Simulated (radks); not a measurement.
# P⁺ in [He] 2s2 2p4 3s2 3p2 4s2: an all-electron calculation

An exercise on one series of results from a longer session: the logs are not shown, and one member is left open.

Method: non-relativistic Kohn-Sham, r2SCAN, spin-polarised, spherical densities, point nucleus; open shells are filled with parallel spins first. Code: radks (a radial shooting solver on a logarithmic mesh, Libxc functionals) version 1.

**Starting point**

| Quantity | Value |
| --- | --- |
| element | phosphorus (Z = 15) |
| charge | +1 |
| electrons | 14 |
| configuration | [He] 2s2 2p4 3s2 3p2 4s2 |

Outer shells as boxes (Hund's rule):

P⁺
```
[He] core
2s [↑↓]
2p [↑↓][↑ ][↑ ]
3s [↑↓]
3p [↑ ][↑ ][  ]
4s [↑↓]
```

The first run:

Input:

```text
Z 15
configuration [He] 2s2 2p4 3s2 3p2 4s2 3d0 4p0 5s0 4f0
relativity non-relativistic
functional r2scan,r2scan
spin polarised
nucleus point
```

One of the session's tables, all rows but one given; the rest of the session is left out.

It belongs to the step «Orbitals and density». Sizes of the orbitals, from the radial functions (bohr):

```
  level     <r>  outermost maximum (interpolated)  90 % within  nodes
  1s up  0.1040                            0.0681        0.186      0
1s down  0.1037                            0.0680        0.185      0
  2s up  0.4925                             0.407        0.765      1
2s down  0.4980                             0.410        0.774      1
  2p up  0.4464                             0.338        0.734      0
2p down  0.4550                             0.343        0.750      0
  3s up   1.503                              1.33         2.22      2
3s down       ?                                 ?            ?      ?
  3p up   1.603                              1.39         2.42      1
3p down   1.671                              1.42         2.54      1
  3d up   1.865                              1.44         3.02      0
3d down   2.140                              1.51         3.61      0
  4s up   3.983                              3.61         5.70      3
4s down   4.118                              3.76         5.87      3
  4p up   4.432                              4.02         6.36      2
4p down   4.590                              4.23         6.58      2
```

**Question.** Estimate the row for 3s down.

The run gave: <r>: 1.535; outermost maximum (interpolated): 1.34; 90 % within: 2.27; nodes: 2. In the column «<r>» it lies between 3s up (1.503) and 3p up (1.603).
